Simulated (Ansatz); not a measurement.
C2H4Se, SMILES C1C[Se]1, an active-space calculation

Computed with the Ansatz DFT code, driven from Python.

Script `cas_c2h4se.py`:
```python
# -*- coding: utf-8 -*-
"""Static correlation in C2H4Se: natural occupations of an active space."""

import ansatz as az

GEOMETRY = """
C    -0.56500   -0.11090   -0.40990
C     0.61150    0.20400    0.33050
Se   -0.20980   -1.52770    0.81100
H    -0.37510   -0.30710   -1.49410
H    -1.48400    0.53980   -0.13000
H     0.51000    1.00620    1.10980
H     1.57370    0.12760   -0.26310
"""


def main():
    molecule = az.Crystal.molecule()
    for line in GEOMETRY.strip().splitlines():
        symbol, *xyz = line.split()
        molecule = molecule.atom(symbol, [float(v) for v in xyz])

    calculation = molecule.calculation().basis(gaussian="def2-SVP").correlation(active_electrons=2, active_orbitals=2)
    for method in ["sc_nevpt2"]:
        data = (calculation if method is None else calculation.correlation(method)).run(threads=1).report
        space = data["configurations"]
        state = space["states"][0]
        print(method or "casscf", f"total {data['free_energy_ev'] / 27.211386246:.6f} Ha, active-space state {state['energy']['hartree']:.6f} Ha, mean field {data['reference_energy_ev'] / 27.211386246:.6f} Ha")
        print("  determinants", state["n_determinants"], " natural occupations", [round(n, 3) for n in space["natural_occupations"]])
    print("effectively unpaired electrons, sum of min(n, 2 - n):", round(sum(min(n, 2 - n) for n in space["natural_occupations"]), 3))


if __name__ == "__main__":
    main()
```

Output of `python cas_c2h4se.py`:
```text
sc_nevpt2 total -2478.024361 Ha, active-space state -2477.527425 Ha, mean field -2477.507750 Ha
  determinants 4  natural occupations [1.951, 0.049]
effectively unpaired electrons, sum of min(n, 2 - n): 0.098
```

Reading the output:
- These settings explore the input space; basis and method may be short of convergence.
- The geometry is a force-field or estimated start, not a minimum of this method, and the basis set is short of its limit. The active space starts as a window about the frontier orbitals and is then optimised, not chosen by chemistry.
- Wall time of the script: 5.6 s on 1 thread of Arm Neoverse V2, with other jobs on the host, peak memory 0.22 GiB.

(A comment or docstring line of the script was reworded after the run, the code is as it ran; lines on the test bed's own set-up are left out of the output.)
